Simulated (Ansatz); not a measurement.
# TaBe: the cost of one run

Computed with Ansatz 0.2.0 (DFT PBE, scalar-relativistic, plane waves, PAW, unless a step's input says otherwise).

**1. The structure to begin with**

Symmetry: Pm-3m, No. 221, cubic system. Conventional cell: a = 2.921 Å, b = 2.921 Å, c = 2.921 Å, α = 90.00°, β = 90.00°, γ = 90.00°. Ta (site symmetry m-3m) has 8 Be at 2.53 Å as nearest neighbours. Be (site symmetry m-3m) is surrounded by 8 Ta at 2.53 Å.

Structure file:

```cif
data_structure
_symmetry_space_group_name_H-M 'Pm-3m'
_symmetry_Int_Tables_number 221
_cell_length_a 2.9206
_cell_length_b 2.9206
_cell_length_c 2.9206
_cell_angle_alpha 90.000
_cell_angle_beta 90.000
_cell_angle_gamma 90.000
_cell_volume 24.91
loop_
_atom_site_label
_atom_site_type_symbol
_atom_site_symmetry_multiplicity
_atom_site_Wyckoff_symbol
_atom_site_fract_x
_atom_site_fract_y
_atom_site_fract_z
_atom_site_occupancy
Ta1 Ta 1 a 0.00000 0.00000 0.00000 1
Be1 Be 1 b 0.50000 0.50000 0.50000 1
```

This is candidate A: caesium chloride type (Pm-3m, No. 221).

(A quick probe on a coarse mesh, which set the mesh and smearing, is not shown.)

**3. A loose first relaxation (candidate A)**

input.yaml reads:

```yaml
crystal:
  lattice:
    - [2.9205902687, 0.0, 0.0]
    - [0.0, 2.9205902687, 0.0]
    - [0.0, 0.0, 2.9205902687]
  atoms:
    - { symbol: Ta, position: [0.0, 0.0, 0.0] }
    - { symbol: Be, position: [0.5, 0.5, 0.5] }
basis:
  ecutwfc: 420
kpoints:
  mp_grid: { grid: [6, 6, 6] }
hamiltonian:
  xc: pbe
scf:
  occupations: { method: gaussian, width: 0.1 }
  lower_state_search: "off"
output:
  forces: true
  stress: true
  eigenvalues: true
relax:
  adjacent_minimum: "off"
  f_tol: 0.04
  max_steps: 70
  cell: { stress_tol: 0.4 }
```

Run with:

```bash
$ ansatz run input.yaml --threads 1 --pin off --max-ram 2560MiB --backend cpu --events-out ev --progress --plain --runs-dir out
```

Q: Estimate wall time and peak memory on 1 thread of Arm Neoverse V2, shared host.

About 2.8 s, with a peak of 0.27 GiB.
